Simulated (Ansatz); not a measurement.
# Na3Sb2, relaxed

Wanted: the geometry at rest of Na3Sb2 (a borrowed structure type, volume estimated), relaxing cell and atoms, and its electronic structure there.

Computed, not measured: Ansatz 0.2.0, DFT, PBE, no spin polarisation, plane waves, PAW.

## (1) The system as given

It takes space group C2/c (No. 15, monoclinic). The conventional cell has a = 8.717 Å, b = 8.927 Å, c = 8.775 Å, α = 90.00°, β = 105.21°, γ = 90.00°. Sb (site symmetry 1) is surrounded by 1 Sb at 2.57 Å. Na (site symmetry 1) is surrounded by 6 Sb at 3.34 to 3.63 Å and 4 Na at 3.48 to 3.86 Å. Na (site symmetry 2) is surrounded by 4 Na at 3.48 to 3.78 Å and 6 Sb at 3.51 to 3.62 Å.

Symmetry-reduced, conventional setting; the input below types the cell that was run:

```cif
data_structure
_symmetry_space_group_name_H-M 'C2/c'
_symmetry_Int_Tables_number 15
_cell_length_a 8.7166
_cell_length_b 8.9265
_cell_length_c 8.7745
_cell_angle_alpha 90.000
_cell_angle_beta 105.210
_cell_angle_gamma 90.000
_cell_volume 658.82
loop_
_atom_site_label
_atom_site_type_symbol
_atom_site_symmetry_multiplicity
_atom_site_Wyckoff_symbol
_atom_site_fract_x
_atom_site_fract_y
_atom_site_fract_z
_atom_site_occupancy
Sb1 Sb 8 f 0.59557 0.28213 0.66040 1
Na1 Na 8 f 0.71175 0.04746 0.98516 1
Na2 Na 4 e 0.50000 0.66063 0.75000 1
```

The first density is read from a saved solution for the starting cell.

## (2) Relaxing

Input file input.yaml:

```yaml
crystal:
  lattice:
    - [4.358299, 4.463256, 0.0]
    - [4.358299, -4.463256, 0.0]
    - [2.302071, 0.0, -8.467183]
  atoms:
    - { symbol: Sb, position: [0.8777, 0.31344, 0.8396] }
    - { symbol: Sb, position: [0.68656, 0.1223, 0.6604] }
    - { symbol: Sb, position: [0.1223, 0.68656, 0.1604] }
    - { symbol: Sb, position: [0.31344, 0.8777, 0.3396] }
    - { symbol: Na, position: [0.75921, 0.66429, 0.51484] }
    - { symbol: Na, position: [0.33571, 0.24079, 0.98516] }
    - { symbol: Na, position: [0.24079, 0.33571, 0.48516] }
    - { symbol: Na, position: [0.66429, 0.75921, 0.01484] }
    - { symbol: Na, position: [0.16063, 0.83937, 0.75] }
    - { symbol: Na, position: [0.83937, 0.16063, 0.25] }
  symmetry: { tolerance: 0.0003 }
kpoints:
  mp_grid: { grid: [4, 4, 3], shift: [0, 0, 0] }
magnetization:
  spin_polarized: false
scf:
  occupations: { method: fermi_dirac }
  lower_state_search: "off"
hamiltonian:
  pseudopotentials: { kind: paw }
  xc: pbe
basis:
  ecutwfc: 420
  fft_grid_basis: typed
relax:
  max_steps: 60
  cell: { p_target: 0.0 }
  f_tol: 0.03
output:
  forces: true
  stress: true
  eigenvalues: true
  bader: true
  populations: true
  elf: true
  write_potential: true
  volumetric_format: npy
  dos:
    e_range: [-12, 8]
    de: 0.05
    projected: { site_lists: { Na: [Na], Sb: [Sb] } }
checkpoint:
  read: saved_state
```

Launch:

```bash
ansatz run input.yaml --threads 2 --pin off --max-ram 2560MiB --backend cpu --events-out ev --progress --plain --runs-dir out
```

Log, shortened:

```text
Warning: checkpoint.read: basis.xc_grid differs: saved 1, current 2 (points along each axis for each point of the dense box; where the key is left out runs that use forces, runs that use the stress, dielectric runs by a finite field, finite-displacement phonons, runs of [...]
Warning: RAYON_NUM_THREADS=2 ignored (pool sized by the plan → 2); use --threads N
[...]
Pseudopotentials: kind: paw
Pseudopotential: Sb, paw, valence charge 15, recommended cutoff 420 eV (normal), Sb.paw.azcp
Pseudopotential: Na, paw, valence charge 9, recommended cutoff 420 eV (normal), Na.paw.azcp
Functional definition: PBE
[...]
Crystal: 10 atoms, lattice volume = 329.411 Å³
Basis set: ecut = 420 eV, 6451 PW (Γ), exchange–correlation on 90×90×120 points (8 copies of the dense FFT grid, shifted against one another)
Bands: 69, of which v1, the nominal top of the filled ones, is band 57 counted from 1 (56 counted from 0)
Symmetry: 4 space group operations
Space group: C2/c (ITA 15), of the structure as read, at distance tolerance 2.1e-3 Å
k-points: 17 of 48
[...]
SCF iter   1: F=—  HF=-34859.156943 eV  |F-HF|=—  |Δ(HF+E_count)|=         —  Δρ=1.05e-3  dr2=6.98e-3  ethr=6.82e-6  ⟨swp⟩=2.6  Hψ=7381  notcnv=0
[...]
relax step   1: F+E_penalty+E_count = -34859.15573339 eV  Δ(F+E_penalty+E_count) = +0.000e0 eV  max|allowed force component| = 2.199e0 eV/Å  Δτ_max = 0.0000 Å  P = +0.117 GPa  Ω = 329.411 Å³  (6 SCF iters, dr2 threshold 1.00e-7 eV, accepted)
[...]
relax step   4: F+E_penalty+E_count = -34860.14502600 eV  Δ(F+E_penalty+E_count) = -2.132e-2 eV  max|allowed force component| = 2.086e-2 eV/Å  Δτ_max = 0.0345 Å  P = +0.139 GPa  Ω = 291.490 Å³  energy of the carried Pulay correction = +3.394e-3 eV  (6 SCF iters, dr2 threshold 1.00e-6 eV, accepted)
[...]
relax step   5: F+E_penalty+E_count = -34860.14777032 eV  Δ(F+E_penalty+E_count) = -2.744e-3 eV  max|allowed force component| = 4.366e-3 eV/Å  Δτ_max = 0.0314 Å  P = +0.017 GPa  Ω = 292.772 Å³  energy of the carried Pulay correction = +3.273e-3 eV  (6 SCF iters, dr2 threshold 2.04e-7 eV, accepted)
[...]
```

## (3) More of the same log: semilocal partner

The log, continued, shortened:

```text
Basis set: ecut = 420 eV, 5741 PW (Γ), exchange–correlation on 90×90×120 points (8 copies of the dense FFT grid, shifted against one another)
[...]
SCF iter   1: F=—  HF=-34860.148171 eV  |F-HF|=—  |Δ(HF+E_count)|=         —  Δρ=4.05e-4  dr2=3.53e-4  ethr=2.80e-7  ⟨swp⟩=3.0  Hψ=5241  notcnv=0
[...]
relax step   6: F+E_penalty+E_count = -34860.14802704 eV  Δ(F+E_penalty+E_count) = -2.567e-4 eV  max|allowed force component| = 3.614e-3 eV/Å  Δτ_max = 0.0073 Å  P = -0.003 GPa  Ω = 293.122 Å³  energy of the carried Pulay correction = +3.240e-3 eV  (6 SCF iters, dr2 threshold 9.00e-9 eV, accepted)
[...]
relax step   7: F+E_penalty+E_count = -34860.14427176 eV  Δ(F+E_penalty+E_count) = +3.755e-3 eV  max|allowed force component| = 3.755e-3 eV/Å  Δτ_max = 0.0000 Å  P = -0.000 GPa  Ω = 293.122 Å³  stress off target by 3.43e-2 GPa  SCF on the basis re-selected at this cell (its energy is not [...]
    - { symbol: Na, position: [0.14655069771142618, 0.8534493022885739, 0.7499999999999999] }
    - { symbol: Na, position: [0.8534493022885739, 0.1465506977114262, 0.24999999999999994] }
--- Löwdin populations: 10 sites ---
  site symbol       q [e]
     0     Sb     15.7730
     1     Sb     15.7730
     2     Sb     15.7730
     3     Sb     15.7730
     4     Na      8.4246
     5     Na      8.4246
     6     Na      8.4246
     7     Na      8.4246
     8     Na      8.4481
     9     Na      8.4481
  spilling = 0.002749 (of n_electrons = 114.000000)
--- Bader charges: 10 sites ---
  site symbol  charge [e]  shift [e]
     0     Sb     -1.1728     0.0000
     1     Sb     -1.1728     0.0000
     2     Sb     -1.1728     0.0000
     3     Sb     -1.1727     0.0000
     4     Na      0.7835     0.0000
     5     Na      0.7835     0.0000
     6     Na      0.7835     0.0000
     7     Na      0.7835     0.0000
     8     Na      0.7786     0.0000
     9     Na      0.7786     0.0000
  estimated error of the sums over rays = 4.9e-4 e
```

It took 2.5 min on 2 threads of Arm Neoverse V1, shared host; peak memory 0.78 GiB.

The steps of the relaxation:

```
step  energy from step 1 (eV/cell)  largest force component (eV/Å)  pressure (GPa)  volume (Å³)
   1                        0.0000                          2.1993            0.12       329.41
   2                       -0.8453                          0.1841           -1.48       313.82
   3                       -0.9680                          0.0881           -0.58       299.87
   4                       -0.9893                          0.0209            0.14       291.49
   5                       -0.9920                          0.0044            0.02       292.77
   6                       -0.9923                          0.0036            0.00       293.12
   7                       -0.9885                          0.0038            0.00       293.12
```

Step 1 is the start. Step 7 repeats the geometry before on a plane-wave basis chosen anew for that cell, so the energy can jump there without any move; the table keeps such jumps.

| input's cell | before | after | change |
| --- | --- | --- | --- |
| a (Å) | 6.238 | 6.078 | -2.6 % |
| b (Å) | 6.238 | 6.078 | -2.6 % |
| c (Å) | 8.775 | 8.191 | -6.6 % |
| α (°) | 79.44 | 80.27 | +0.84° |
| β (°) | 79.44 | 80.27 | +0.84° |
| γ (°) | 91.36 | 92.62 | +1.25° |
| volume (Å³/atom) | 32.94 | 29.31 | -11.0 % |

The largest move, 0.23 Å, apart from the change of the cell, is shared by several atoms, Sb1 among them.

## (4) States by energy

States per cell by energy window, from dos.tsv and pdos.tsv (tetrahedra; eV from the Fermi level):

```
from    to  total  Na s  Sb s  Sb p
-3.5  -3.0   1.83  0.32  0.03  1.47
-3.0  -2.5   2.44  0.45  0.08  1.89
-2.5  -2.0   2.53  0.36  0.10  2.04
-2.0  -1.5   3.25  0.24  0.10  2.85
-1.5  -1.0   2.90  0.20  0.10  2.55
-1.0  -0.5   2.69  0.22  0.04  2.36
-0.5   0.0   2.25  0.10  0.02  2.05
 0.0   0.5   1.81  0.03  0.01  1.71
 0.5   1.0   0.32  0.01  0.01  0.30
 1.0   1.5   1.00  0.14  0.16  0.64
 1.5   2.0   1.42  0.45  0.20  0.63
 2.0   2.5   1.77  0.89  0.12  0.43
 2.5   3.0   2.53  1.21  0.09  0.46
```

## (5) Atomic charges

Gathered by element (positive charge: electrons given up): Löwdin charges also hold the electrons that the projection spills.

```
element  atoms  Bader charge (e)  Bader volume (Å³)  Löwdin charge (e)
     Sb      4             -1.17               56.1              -0.77
     Na      6             +0.78       11.4 to 11.5     +0.55 to +0.57
```

Löwdin charges rest on a small set of atomic orbitals that misses 0.3 % of the electrons, so they need not add up to the cell's charge and can differ from Bader's even in sign.

## (6) Maps of the fields

Maps in the plane spanned by a and b at height 0.989 along c (axes of the input's cell), one cell: a runs left to right (18 points from zero), b bottom to top (18 points), 93° apart. Inside the augmentation spheres the fields are the smooth ones.

Valence density. Ten steps from '0' (0.02 e/Å³) to '9' (18.20 e/Å³), finer at the low end (step k begins (100^(k/10) - 1)/99 of the way up):
```
000000000000000000
000000000001210000
001110000026751000
011111000159972000
111111000048961000
111111000014420000
011111000000100000
001100000000000000
000000000000000000
000000000000001111
100000110000011221
100002552000112222
100016995100112222
100027996100011221
000014773000001111
000001210000000000
000000000000000000
000000000000000000
```

ELF. Ten even steps from '0' (0.01) to '9' (0.75):
```
245553210000000012
678886420004520013
899998730068782016
999999850185475017
888899960076683026
677899970047750024
467899972000000122
235789862000013321
113466421113678642
321220000027999865
532100110018998666
763006885007997666
883038458106997667
983047348105898778
972017786004789999
742002540002578888
321000000001245654
222210000000001222
```

Atoms within 0.2 Å of the plane, in fractions of a and b: Na at (0.35, 0.24), Na at (0.65, 0.76).

Along short contacts, where the density is least:

```
 contact  length (Å)  minimum at (fraction)  density (e/Å³)   ELF
 Sb1–Sb2       2.868                   0.50           0.344  0.58
Sb1–Na10       3.223                   0.62           0.073  0.04
Na5–Na10       3.374                   0.50           0.026  0.05
```

```
fraction  Sb1–Sb2  Sb1–Na10  Na5–Na10
     0.2     3.68      2.46      1.03
     0.3    0.854     0.613    0.0884
     0.4    0.423     0.261    0.0294
     0.5    0.344     0.128    0.0259
     0.6    0.423     0.075    0.0291
     0.7    0.854     0.134    0.0891
     0.8     3.68       1.4      1.03
```

(Smooth valence density in e/Å³ at fractions of each contact.)

## (7) Results

```
                                                 quantity                                                                      value
                                                    moves                                                                          5
                                            energy gained                                                              99.2 meV/atom
                                             largest move                                                                0.23 Å (Sb)
                     space group (0.01 Å), before / after                                                                C2/c / C2/c
                                                     cell  a = 6.078 Å, b = 6.078 Å, c = 8.191 Å, α = 80.27°, β = 80.27°, γ = 92.62°
                                                   volume                                                    29.31 Å³/atom (-11.0 %)
                                      pressure at the end                                                                   0.00 GPa
           formation energy (elements from separate runs)                                                              -0.36 eV/atom
                                                character                                                                      metal
density of states, mean within 0.25 eV of the Fermi level                                                        4.1 per eV per cell
                                            Bader charges                                                       Sb -1.17, Na +0.78 e
```

**Reading.** The volume shrank by 11.0 %, and the largest move of an atom is 0.23 Å apart from the change of the cell; the energy fell by 99.2 meV per atom. With 4 symmetry operations imposed, the end may be a saddle point towards distortions that break them. The cell is metallic; within 0.25 eV of the Fermi level the density of states averages 4.1 per eV per cell, mostly Sb p (93 %). Na loses most charge (+0.78 e on average) and Sb gains most (-1.17 e). Against the elements' reference phases (Sb A7 rhombohedral, Na bcc; separate runs with the same functional) the formation energy is -0.36 eV per atom, so it holds against falling apart into elements.
